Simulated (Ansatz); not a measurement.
# HfB2W3: from a guess to a relaxed structure

The task: take a trial cell of HfB2W3 to zero force and stress.

Method: DFT PBE, scalar-relativistic, plane waves, PAW, in Ansatz 0.2.0.

**1. The system as given**

It takes space group P6/mmm (No. 191, hexagonal). Conventional cell: a = 5.496 Å, b = 5.496 Å, c = 3.148 Å, α = 90.00°, β = 90.00°, γ = 120.00°. Around Hf (site symmetry 6/mmm) lie 2 Hf at 3.15 Å and 12 W at 3.17 Å and 6 B at 3.17 Å. Around B (site symmetry -6m2) lie 6 W at 2.24 Å and 3 Hf at 3.17 Å. W (site symmetry mmm) is surrounded by 4 B at 2.24 Å.

As a file:

```cif
data_structure
_symmetry_space_group_name_H-M 'P6/mmm'
_symmetry_Int_Tables_number 191
_cell_length_a 5.4960
_cell_length_b 5.4960
_cell_length_c 3.1484
_cell_angle_alpha 90.000
_cell_angle_beta 90.000
_cell_angle_gamma 120.000
_cell_volume 82.36
loop_
_atom_site_label
_atom_site_type_symbol
_atom_site_symmetry_multiplicity
_atom_site_Wyckoff_symbol
_atom_site_fract_x
_atom_site_fract_y
_atom_site_fract_z
_atom_site_occupancy
Hf1 Hf 1 a 0.00000 0.00000 0.00000 1
B1 B 2 c 0.33333 0.66667 0.00000 1
W1 W 3 g 0.50000 0.00000 0.50000 1
```

The cell is invented: species swapped into a database cell of NdB2Rh3 (P6/mmm, No. 191), with Hf on the Nd sites and W on the Rh sites. The dimensions are guesses.

**2. The guess as it stands, on a coarse mesh**

input.yaml reads:

```yaml
crystal:
  lattice:
    - [5.49601058, 0.0, 0.0]
    - [-2.74800529, 4.75968479, 0.0]
    - [0.0, 0.0, 3.14836598]
  atoms:
    - { symbol: Hf, position: [0.0, 0.0, 0.0] }
    - { symbol: B, position: [0.33333333, 0.66666667, 0.0] }
    - { symbol: B, position: [0.66666667, 0.33333333, 0.0] }
    - { symbol: W, position: [0.5, 0.0, 0.5] }
    - { symbol: W, position: [0.5, 0.5, 0.5] }
    - { symbol: W, position: [0.0, 0.5, 0.5] }
basis:
  ecutwfc: 420
kpoints:
  mp_grid: { grid: [6, 6, 6] }
hamiltonian:
  xc: pbe
scf:
  occupations: { method: gaussian, width: 0.1 }
  lower_state_search: "off"
output:
  forces: true
  stress: true
  eigenvalues: true
```

Launch:

```bash
ansatz run input.yaml --threads 1 --pin off --max-ram 2560MiB --backend cpu --events-out ev --progress --plain --runs-dir out
```

The session goes on with these runs: coarse relaxation; final relaxation.

**Question.** What will these runs give? Wanted: conventional cell; volume; energy over the elements; gap on the mesh.

As calculated:

| quantity | value |
| --- | --- |
| symmetry at the end (tolerance 0.05 Å) | space group P6/mmm (No. 191) |
| conventional cell | a = 5.402 Å, b = 5.402 Å, c = 3.367 Å, α = 90.00°, β = 90.00°, γ = 120.00° |
| volume | 14.18 Å³/atom |
| energy over the elements | -0.06 eV/atom |
| gap on the mesh | none (metal) |

In words: The space group P6/mmm (No. 191) is kept, and the volume per atom grows by 3.3 % from the first guess. A negative formation energy is needed for stability but isn't enough; other structures and compounds were not set against it here. No finished test with a distortion of lower symmetry is shown, so the end may be a saddle point. Spin-orbit coupling is left out for Hf, W.
